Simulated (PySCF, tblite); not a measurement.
# CH3F3Ge, a small molecule taken as a stand-in for a surface group (germyl): NMR shifts, core binding energies and electronic excitations

What NMR shifts, core binding energies and electronic excitations should one expect for `F[C](F)(F)[GeH3]`?

Programs: tblite 0.8.0 and PySCF 2.14.0. All values are calculated, for the isolated system unless a continuum is named. Atoms count from 0, parts from 1.

### 1 Starting point

8 atoms, charge 0, multiplicity 1; geometry: distance geometry start.

### 2 Relaxing the cluster with GFN2-xTB

Job settings and geometry (Å):

```
{"job": {"kind": "relax", "xc": "GFN2-xTB", "basis": "xTB"}, "charge": 0, "multiplicity": 1}
Ge     0.352339    -0.069758     0.117675
C     -0.823907     1.434411    -0.185631
F     -0.108633     2.392889    -0.679591
F     -1.337743     1.827732     0.974160
F     -1.785092     1.073756    -0.976836
H      1.592381     0.049205    -0.715773
H     -0.371122    -1.357938    -0.194142
H      0.762590    -0.080524     1.595682
```

Method: GFN2-xTB geometry optimisation, gas phase.

On the command line:

```console
OMP_NUM_THREADS=1 python cluster_run.py task.json out
```

The driver reads the jobs from task.json and runs them one after another.

What it wrote:

```text
step      E/eV     max force
  0    -538.24621    2.488
  1    -538.45221    1.634
  2    -538.50429    0.687
  3    -538.52308    0.336
  4    -538.52937    0.239
  5    -538.53273    0.153
  6    -538.53407    0.101
  7    -538.53489    0.076
  8    -538.53543    0.073
  9    -538.53594    0.069
 10    -538.53637    0.063
 11    -538.53675    0.048
 12    -538.53706    0.052
 13    -538.53723    0.033
 14    -538.53728    0.019
 15    -538.53731    0.018
 16    -538.53735    0.024
 17    -538.53741    0.034
 18    -538.53747    0.029
 19    -538.53751    0.019
 20    -538.53755    0.016
 21    -538.53759    0.027
 22    -538.53767    0.047
 23    -538.53782    0.064
 24    -538.53806    0.063
 25    -538.53834    0.062
 26    -538.53863    0.063
 27    -538.53894    0.051
 28    -538.53923    0.066
 29    -538.53945    0.048
 30    -538.53960    0.041
 31    -538.53978    0.044
 32    -538.54015    0.079
 33    -538.54094    0.145
 34    -538.54226    0.206
 35    -538.54351    0.194
 36    -538.52845    0.595
 37    -538.54494    0.063
 38    -538.54524    0.058
 39    -538.54613    0.188
 40    -538.54689    0.090
 41    -538.54787    0.067
 42    -538.55193    0.038
 43    -538.55237    0.146
 44    -538.55287    0.031
 45    -538.55296    0.031
 46    -538.55307    0.031
 47    -538.55314    0.028
 48    -538.55333    0.028
 49    -538.55346    0.023
 50    -538.55352    0.018
 51    -538.55354    0.012
 52    -538.55355    0.007
```

Run time: 0.4 s. Hardware: 1 thread of Arm Neoverse V2, shared host.

Relaxation path: (the energy doesn't fall at every step)

| step | energy from step 0 (eV) | largest force (eV/Å) |
| --- | --- | --- |
| 0 | 0.0000 | 2.4879 |
| 2 | -0.2581 | 0.6871 |
| 4 | -0.2832 | 0.2398 |
| 6 | -0.2879 | 0.1015 |
| 8 | -0.2892 | 0.0735 |
| 10 | -0.2902 | 0.0630 |
| 12 | -0.2908 | 0.0512 |
| 14 | -0.2911 | 0.0196 |
| 16 | -0.2911 | 0.0240 |
| 18 | -0.2913 | 0.0287 |
| 20 | -0.2913 | 0.0168 |
| 22 | -0.2915 | 0.0467 |
| 24 | -0.2918 | 0.0624 |
| 26 | -0.2924 | 0.0638 |
| 28 | -0.2930 | 0.0665 |
| 30 | -0.2934 | 0.0408 |
| 32 | -0.2939 | 0.0791 |
| 34 | -0.2961 | 0.2057 |
| 36 | -0.2822 | 0.5951 |
| 38 | -0.2990 | 0.0585 |
| 40 | -0.3007 | 0.0905 |
| 42 | -0.3057 | 0.0375 |
| 44 | -0.3067 | 0.0309 |
| 46 | -0.3069 | 0.0308 |
| 48 | -0.3071 | 0.0284 |
| 50 | -0.3073 | 0.0177 |
| 52 | -0.3073 | 0.0073 |

Distances of close pairs at the start and the end, largest changes first:

| bond | before (Å) | after (Å) | change (Å) |
| --- | --- | --- | --- |
| Ge0–C1 | 1.933 | 1.997 | +0.063 |
| C1–F2 | 1.294 | 1.345 | +0.051 |
| C1–F4 | 1.296 | 1.345 | +0.049 |
| Ge0–H7 | 1.534 | 1.488 | -0.046 |
| Ge0–H6 | 1.510 | 1.488 | -0.022 |
| C1–F3 | 1.328 | 1.344 | +0.016 |
| Ge0–H5 | 1.499 | 1.488 | -0.011 |

### 3 Relaxing the molecule at PBE0-D3(BJ)/def2-SVP

Job settings and geometry (Å):

```
{"job": {"xc": "PBE0", "basis": "def2-SVP", "d3": "d3bj", "grid": 2, "kind": "geom", "shake": 0.01}, "charge": 0, "multiplicity": 1}
Ge     0.638884    -0.828500     0.172926
C     -0.589767     0.752319    -0.160535
F      0.073840     1.912473    -0.252766
F     -1.457941     0.918806     0.817495
F     -1.278609     0.625624    -1.315400
H      1.569934    -0.851427    -0.972963
H     -0.236920    -2.014671     0.227507
H      1.326655    -0.543176     1.455835
```

What it wrote:

```text
step   0  E = -2415.31956984  max force = 0.025830
step   1  E = -2415.32374634  max force = 0.003039
step   2  E = -2415.32388212  max force = 0.001042
step   3  E = -2415.32389855  max force = 0.000426
step   4  E = -2415.32391962  max force = 0.000637
step   5  E = -2415.32396380  max force = 0.002638
step   6  E = -2415.32398732  max force = 0.002603
step   7  E = -2415.32400500  max force = 0.001032
step   8  E = -2415.32400894  max force = 0.000346
optimisation converged
```

Run time: 44 s. Hardware: 1 thread of Arm Neoverse V2, shared host; peak memory 0.52 GiB.

Along the way:

| step | energy from step 0 (eV) | largest force component (eV/Å) |
| --- | --- | --- |
| 0 | 0.0000 | 1.3282 |
| 1 | -0.1136 | 0.1563 |
| 2 | -0.1173 | 0.0536 |
| 3 | -0.1178 | 0.0219 |
| 4 | -0.1184 | 0.0328 |
| 5 | -0.1196 | 0.1357 |
| 6 | -0.1202 | 0.1339 |
| 7 | -0.1207 | 0.0531 |
| 8 | -0.1208 | 0.0178 |

Close pairs (by a distance rule), those that changed most:

| bond | before (Å) | after (Å) | change (Å) |
| --- | --- | --- | --- |
| Ge0–H6 | 1.475 | 1.533 | +0.058 |
| Ge0–H5 | 1.477 | 1.533 | +0.056 |
| Ge0–H7 | 1.483 | 1.533 | +0.050 |
| Ge0–C1 | 2.030 | 1.996 | -0.034 |
| C1–F3 | 1.318 | 1.339 | +0.021 |
| C1–F4 | 1.351 | 1.339 | -0.011 |
| C1–F2 | 1.340 | 1.339 | -0.001 |

The final coordinates are the input of the step that follows.

| at the end point | value |
| --- | --- |
| point group (found at 0.08 Å tolerance) | C3v |
| rotational constants (GHz, main isotopes) | 5.327, 1.918, 1.918 |
| dipole moment (D) | 1.94 |

### 4 Shielding tensors: PBE0/pcSseg-2

Job settings and geometry (Å):

```
{"job": {"kind": "nmr", "xc": "PBE0", "basis": "pcSseg-2"}, "charge": 0, "multiplicity": 1}
Ge     0.614052    -0.782668     0.202651
C     -0.588012     0.757411    -0.203869
F      0.085809     1.914202    -0.230250
F     -1.557946     0.882990     0.711035
F     -1.180741     0.613919    -1.396257
H      1.700163    -0.815076    -0.878595
H     -0.239480    -2.055743     0.173730
H      1.216324    -0.546749     1.592361
```

With the program's defaults for keys left out, this is: GIAO PBE0/pcSseg-2 NMR shielding, non-relativistic, gas phase.

What it wrote:

```text
coarse grid: 35912 points
cycle   1  E = -2415.8790547150  dE = -7.231e-02  |g| = 1.295e+00  |ddm| = 1.939e+00
cycle   2  E = -2415.7131419156  dE =  1.659e-01  |g| = 1.701e+00  |ddm| = 8.668e-01
cycle   3  E = -2416.0249404008  dE = -3.118e-01  |g| = 1.362e-01  |ddm| = 5.705e-01
cycle   4  E = -2416.0272425114  dE = -2.302e-03  |g| = 7.216e-02  |ddm| = 6.495e-02
cycle   5  E = -2416.0277047421  dE = -4.622e-04  |g| = 5.991e-03  |ddm| = 2.033e-02
cycle   6  E = -2416.0277084626  dE = -3.721e-06  |g| = 1.071e-03  |ddm| = 3.172e-03
final grid: 75176 points
cycle   7  E = -2416.0277295410  dE = -1.448e-07  |g| = 8.770e-04  |ddm| = 1.875e-03
cycle   8  E = -2416.0277295347  dE =  6.336e-09  |g| = 9.836e-04  |ddm| = 1.068e-03
cycle   9  E = -2416.0277296818  dE = -1.471e-07  |g| = 1.518e-04  |ddm| = 5.217e-04
cycle  10  E = -2416.0277296835  dE = -1.709e-09  |g| = 1.880e-05  |ddm| = 4.756e-05
cycle  11  E = -2416.0277296836  dE = -5.048e-11  |g| = 3.744e-06  |ddm| = 1.081e-05
converged SCF energy = -2416.0277296836

GIAO shielding tensors (ppm)
atom      isotropic    diamagn.    paramagn.     s11        s22        s33       span
  0 Ge    1570.678    2756.780   -1186.102   1541.109   1541.449   1629.477     88.368
  1 C       43.242     237.165    -193.923     39.311     39.479     50.936     11.624
  2 F      236.877     468.062    -231.185    142.523    243.779    324.329    181.806
  3 F      236.896     468.081    -231.185    142.449    243.687    324.553    182.104
  4 F      236.707     468.068    -231.361    142.216    243.531    324.375    182.158
  5 H       27.075      28.476      -1.401     21.055     22.483     37.687     16.632
  6 H       27.073      28.475      -1.403     21.055     22.474     37.689     16.634
  7 H       27.074      28.476      -1.402     21.054     22.471     37.697     16.643
```

It took 30 s on 1 thread of Arm Neoverse V2, shared host; peak memory 1.1 GiB.

Shifts follow as δ = σ(reference) − σ, with reference shieldings (ppm) from runs at the same level and on the same kind of geometry: ¹H TMS 31.25, ¹³C TMS 184.1, ¹⁹F CFCl3 175.8, ⁷³Ge GeMe4 1337. The references are single molecules in the gas phase, so shifts against H2O, NH3, PH3, H3PO4 or CFCl3 are not on the usual liquid scales and can be off by tens of ppm. Atoms listed in one row are averaged.

| atoms | environment | σ (ppm) | δ (ppm) |
| --- | --- | --- | --- |
| C1 | carbon bonded to 3 F, Ge | 43.2 | 140.9 |
| H5, H6, H7 | hydrogen on a germanium bonded to C | 27.07 | 4.17 |
| Ge0 | germanium bonded to C, 3 H | 1571 | -233 |
| F2, F3, F4 | fluorine bonded to C | 236.8 | -61.0 |

The run also stored atomic charges by several schemes (e):

| atoms | Mulliken | IAO | Hirshfeld | ESP fit |
| --- | --- | --- | --- | --- |
| Ge0 | 0.27 | 0.46 | 0.30 | 0.09 |
| C1 | 0.60 | 0.60 | 0.16 | 0.41 |
| F2, F3, F4 | -0.24 | -0.28 | -0.10 | -0.17 |

Mayer bond orders: Ge0–C1 0.90, C1–F2 1.02, C1–F3 1.02, C1–F4 1.02.

The fields below are evaluated on a grid from the run's orbitals.

Frontier orbitals at PBE0/pcSseg-2, with the share of their density that lies nearest to each atom:

| orbital | energy (eV) | lies on |
| --- | --- | --- |
| HOMO | -9.40 | C1 29 %; Ge0 17 %; F2, F3, F4 about 13 % each |
| LUMO | 0.15 | H5, H6, H7 about 23 % each; Ge0 15 %; C1 6 % |

ELF in a plane through or near 2 of the atoms.

Values, 10 rows by 14 columns:
```
0.00 0.00 0.00 0.00 0.00 0.00 0.00 0.00 0.00 0.00 0.00 0.00 0.00 0.00
0.00 0.00 0.00 0.00 0.05 0.02 0.00 0.00 0.00 0.00 0.00 0.00 0.00 0.00
0.00 0.00 0.09 0.89 0.99 0.98 0.45 0.00 0.02 0.07 0.07 0.01 0.00 0.00
0.00 0.00 0.47 0.98 1.00 0.99 0.56 0.03 0.09 0.35 0.33 0.06 0.01 0.00
0.00 0.00 0.10 0.50 0.35 0.22 0.20 0.71 0.42 0.44 0.21 0.03 0.00 0.00
0.00 0.00 0.04 0.22 0.27 0.50 0.27 0.91 0.25 0.24 0.18 0.01 0.00 0.00
0.00 0.00 0.05 0.30 0.56 0.38 0.23 0.11 0.45 0.75 0.86 0.42 0.04 0.00
0.00 0.00 0.01 0.12 0.37 0.27 0.03 0.02 0.49 0.72 0.60 0.16 0.01 0.00
0.00 0.00 0.00 0.00 0.01 0.01 0.00 0.00 0.05 0.08 0.04 0.00 0.00 0.00
0.00 0.00 0.00 0.00 0.00 0.00 0.00 0.00 0.00 0.00 0.00 0.00 0.00 0.00
```
The map spans 8.2 Å across and 8.0 Å up, centred on the molecule. Atoms in the plane (x, y in Å): Ge0 (-1.0, 0.0), C1 (1.0, 0.0).

log10 of the density (e/Å³) in the same plane.

Ten even steps from ' ' (-4.0) to '@' (1.9):
```
                                                        
                ....                                    
          ....::::::::......                            
      ....::::----------::::......::::::::....          
    ....::----==========----::::::--------::::..        
    ..::::--==++++++++====--------========--::::..      
  ....::--====++******++++========++++++++==--::::..    
  ....::--==++**********++++++++++******++====--::..    
  ....::--==++++**######******************====--::..    
  ....::--==++**##@@@@@@##****####%%##**++==----::..    
  ....::--==++**##@@@@@@##****####%%##**++==----::..    
  ....::--====++****####**********######**++==--::..    
    ..::----==++++++++++++++++++**##%%%%##++==--::::..  
    ..::::----====++==========++**########++==--::..    
      ..::::------==----------==++++****++==----::..    
      ....::::----------::::----====++++==----::..      
          ......::::::......::::----------::::..        
                ....          ......::......            
                                                        
                                                        
```
The map spans 8.2 Å across and 8.0 Å up, centred on the molecule. Atoms in the plane (x, y in Å): Ge0 (-1.0, 0.0), C1 (1.0, 0.0).

On the surface of density 0.002 e/bohr³ the electrostatic potential runs, from the 1st to the 99th percentile, from -0.54 V near F2 to 1.33 V near H5.

### 5 Core-electron binding energies: SCAN, X2C

The job, as its differences from that of step 4:

```diff
@@ -1,2 +1,2 @@
-{"job": {"kind": "nmr", "xc": "PBE0", "basis": "pcSseg-2"}, "charge": 0, "multiplicity": 1}
+{"job": {"kind": "xps", "holes": 5}, "charge": 0, "multiplicity": 1}
 Ge     0.614052    -0.782668     0.202651
```

Method: delta-SCF UKS SCAN, pcX-2 on the ionised atom, pcseg-1 elsewhere, spin-free X2C.

What it wrote:

```text
ground state, core basis on atom 1 (C), 129 functions
  cycle   1  E = -2433.45619816  |g| = 7.38e-01
  cycle   2  E = -2433.25334414  |g| = 1.35e+00
  cycle   3  E = -2433.54286908  |g| = 4.78e-02
  cycle   4  E = -2433.54318570  |g| = 2.03e-02
  cycle   5  E = -2433.54327614  |g| = 8.37e-03
  cycle   6  E = -2433.54329420  |g| = 2.16e-03
  cycle   7  E = -2433.54329407  |g| = 3.94e-04
  E(ground) = -2433.66405219 Eh
hole in C 1s of atom 1
  cycle   1  E = -2422.05492185  |g| = 1.50e+00
  cycle   2  E = -2416.73343161  |g| = 3.38e+00
  cycle   3  E = -2422.43893876  |g| = 5.58e-01
  cycle   4  E = -2422.53572158  |g| = 4.63e-01
  cycle   5  E = -2422.59732912  |g| = 1.21e-01
  cycle   6  E = -2422.60239106  |g| = 1.38e-02
  cycle   7  E = -2422.60247329  |g| = 6.31e-03
  cycle   8  E = -2422.60249669  |g| = 3.70e-03
  cycle   9  E = -2422.60250298  |g| = 2.45e-03
  cycle  10  E = -2422.60250332  |g| = 6.57e-04
  cycle  11  E = -2422.60250378  |g| = 1.93e-04
  E(ion) = -2422.72708666 Eh   <S^2> = 0.7719   hole on atom = 1.000   binding energy = 297.610 eV
ground state, core basis on atom 2 (F), 129 functions
  cycle   1  E = -2433.57518417  |g| = 1.19e-01
  cycle   2  E = -2433.57471371  |g| = 7.22e-02
  cycle   3  E = -2433.57476966  |g| = 6.93e-02
  cycle   4  E = -2433.57541870  |g| = 3.70e-03
  cycle   5  E = -2433.57542111  |g| = 9.59e-04
  cycle   6  E = -2433.57541897  |g| = 2.11e-04
  E(ground) = -2433.69844316 Eh
hole in F 1s of atom 2
  cycle   1  E = -2407.18287694  |g| = 2.58e+00
  cycle   2  E = -2406.91929270  |g| = 2.26e+00
  cycle   3  E = -2407.94008566  |g| = 6.13e-01
  cycle   4  E = -2407.99930567  |g| = 4.62e-01
  cycle   5  E = -2408.06884533  |g| = 3.61e-02
  cycle   6  E = -2408.06926079  |g| = 1.14e-02
  cycle   7  E = -2408.06934181  |g| = 2.75e-03
  cycle   8  E = -2408.06934570  |g| = 1.06e-03
  cycle   9  E = -2408.06934658  |g| = 3.70e-04
  E(ion) = -2408.19963004 Eh   <S^2> = 0.7576   hole on atom = 1.000   binding energy = 693.858 eV
```

It took 7.9 s on 1 thread of Arm Neoverse V2, shared host; peak memory 0.51 GiB.

Binding energies by hole, beside the orbital energy of the ground state; the difference holds orbital relaxation and, for a density functional, its self-interaction error:

| hole | stands for | environment | ΔSCF (eV) | −ε (eV) | ⟨S²⟩ |
| --- | --- | --- | --- | --- | --- |
| C1s on C1 | C1 | carbon bonded to 3 F, Ge | 297.61 | 280.2 | 0.772 |
| F1s on F2 | F2, F3, F4 | fluorine bonded to C | 693.86 | 667.8 | 0.758 |

Each hole run stands for the others of its class of like atoms.

### 6 Ultraviolet spectrum: CAM-B3LYP/def2-SVPD

The job, as its differences from that of step 5:

```diff
@@ -1,2 +1,2 @@
-{"job": {"kind": "xps", "holes": 5}, "charge": 0, "multiplicity": 1}
+{"job": {"kind": "uv", "xc": "CAM-B3LYP", "basis": "def2-SVPD", "nstates": 6, "ntriplets": 2, "ip": true}, "charge": 0, "multiplicity": 1}
 Ge     0.614052    -0.782668     0.202651
```

Level: TDDFT CAM-B3LYP/def2-SVPD, vertical, gas phase, core orbitals frozen in the response.

What it wrote:

```text
coarse grid: 35912 points
cycle   1  E = -2415.8254178951  dE = -5.219e-03  |g| = 9.204e-01  |ddm| = 2.924e+00
cycle   2  E = -2415.7649826300  dE =  6.044e-02  |g| = 1.160e+00  |ddm| = 1.415e+00
cycle   3  E = -2415.9697561758  dE = -2.048e-01  |g| = 6.309e-02  |ddm| = 7.777e-01
cycle   4  E = -2415.9702443151  dE = -4.881e-04  |g| = 2.843e-02  |ddm| = 7.735e-02
cycle   5  E = -2415.9703433866  dE = -9.907e-05  |g| = 4.297e-03  |ddm| = 2.493e-02
cycle   6  E = -2415.9703465257  dE = -3.139e-06  |g| = 1.219e-03  |ddm| = 7.706e-03
final grid: 75176 points
cycle   7  E = -2415.9703802868  dE = -2.051e-07  |g| = 1.043e-03  |ddm| = 3.213e-03
cycle   8  E = -2415.9703803294  dE = -4.257e-08  |g| = 9.933e-04  |ddm| = 1.706e-03
cycle   9  E = -2415.9703804659  dE = -1.366e-07  |g| = 6.491e-05  |ddm| = 7.562e-04
cycle  10  E = -2415.9703804666  dE = -6.780e-10  |g| = 1.344e-05  |ddm| = 7.137e-05
converged SCF energy = -2415.9703804666

Static polarisability (au): isotropic 47.160, principal 45.444 45.451 50.584

Singlet excitations
state   eV       nm        f      main configurations
  1   8.7208    142.2   0.00461   H->L 0.72, H->L+1 0.27
  2   8.9754    138.1   0.00099   H-1->L+1 0.72, H->L+2 0.18
  3   8.9774    138.1   0.00101   H-2->L+1 0.72, H->L+3 0.18
  4   9.2777    133.6   0.35238   H->L+1 0.67, H->L 0.25
  5   9.2888    133.5   0.01168   H->L+2 0.55, H-1->L+1 0.20, H-1->L 0.11
  6   9.2918    133.4   0.00687   H->L+3 0.56, H-2->L+1 0.20, H-2->L 0.12

Triplet excitations (Tamm-Dancoff, eV): 7.8688 8.2468
Vertical ionisation energy (delta-SCF) = 12.0029 eV
```

It took 55 s on 1 thread of Arm Neoverse V2, shared host; peak memory 0.83 GiB.

The orbitals next to the gap, with their largest atomic shares:

| orbital | eV | atoms |
| --- | --- | --- |
| HOMO−3 | -13.50 | F3 33 %, F2 33 %, F4 33 % |
| HOMO−2 | -11.71 | Ge0 42 %, H7 26 %, H5 23 % |
| HOMO−1 | -11.71 | Ge0 42 %, H6 32 %, H5 11 % |
| HOMO | -10.94 | C1 24 %, Ge0 24 %, F4 14 % |
| LUMO | 0.71 | Ge0 56 %, H5 11 %, H6 11 % |
| LUMO+1 | 0.99 | Ge0 44 %, C1 13 %, H7 12 % |
| LUMO+2 | 1.72 | Ge0 49 %, H7 11 %, H6 11 % |

With each of the 6 states as a Gaussian band of 0.4 eV half-width at 1/e, the curve within the window shown has maxima at 133 nm (ε 15,000) L/(mol cm). Beyond the last state computed it falls off for lack of states. The curve at chosen wavelengths:

nm, ε (L/mol/cm) and a bar:
```
      129       8135 ################
      130      10499 #####################
      131      12635 #########################
      132      14222 ############################
      133      15021 ##############################
      134      14929 ##############################
      135      14005 ############################
      136      12436 #########################
      137      10484 #####################
      138       8418 #################
      139       6459 #############
      140       4753 #########
      141       3369 #######
      142       2311 #####
      143       1543 ###
      144       1009 ##
      145        651 #
      146        417 #
      147        267 
      148        171 
      149        110 
      150         71 
      151         45 
      152         29
```

Further results of this job:

| property | computed |
| --- | --- |
| dipole moment (D) | 2.30 |
| polarisability (Å³) | 6.99 |
| HOMO–LUMO gap (eV) | 11.65 |
| −ε(HOMO) (eV) | 10.94 |

### 7 What came out

| quantity | value |
| --- | --- |
| point group | C3v |
| rotational constants (main isotopes) | 5.33, 1.92, 1.92 GHz |
| ¹³C shifts against TMS (PBE0/pcSseg-2) | 140.9 ppm |
| ¹H shifts against TMS (PBE0/pcSseg-2, means over atoms taken as alike) | 4.17 ppm |
| ⁷³Ge shifts against GeMe4 (PBE0/pcSseg-2) | -233 ppm |
| ¹⁹F shifts against CFCl3 (PBE0/pcSseg-2, means over atoms taken as alike) | -61.0 ppm |
| surface potential, 1st and 99th percentile | -0.54 V and 1.33 V |
| C1s binding energies, SCAN/pcX-2 | C1 297.61 eV |
| F1s binding energies, SCAN/pcX-2 | F2 693.86 eV |
| lowest singlet (CAM-B3LYP/def2-SVPD) | 8.72 eV (142 nm), f = 0.005 |
| brightest single state of those computed | state 4, 9.28 eV, f = 0.352 |
| lowest triplet | 7.87 eV |
| vertical ionisation energy (ΔSCF) | 12.00 eV |

What this shows: Relaxing lowered the energy by 0.121 eV in 8 steps; the close pair that moved most is Ge0–H6, from 1.475 to 1.533 Å (PBE0/def2-SVP). No frequency check was run at this level, so the end point may be a saddle. At PBE0/pcSseg-2: Shielding is most anisotropic at F2, F3, F4 (span 182 ppm, paramagnetic term -231 ppm). The first singlet state (HOMO→LUMO 0.72, HOMO→LUMO+1 0.27) lies at 8.72 eV and is weak; of the 6 states computed, the strongest absorption comes from state 4 at 9.28 eV. The lowest triplet lies 0.85 eV below the lowest singlet (triplets in Tamm-Dancoff, singlets in full TDDFT). ΔSCF puts the ionisation energy at 12.00 eV, 1.06 eV above −ε(HOMO). Spin-orbit coupling is left out, which matters for shieldings and couplings at and beside the heavy atoms.
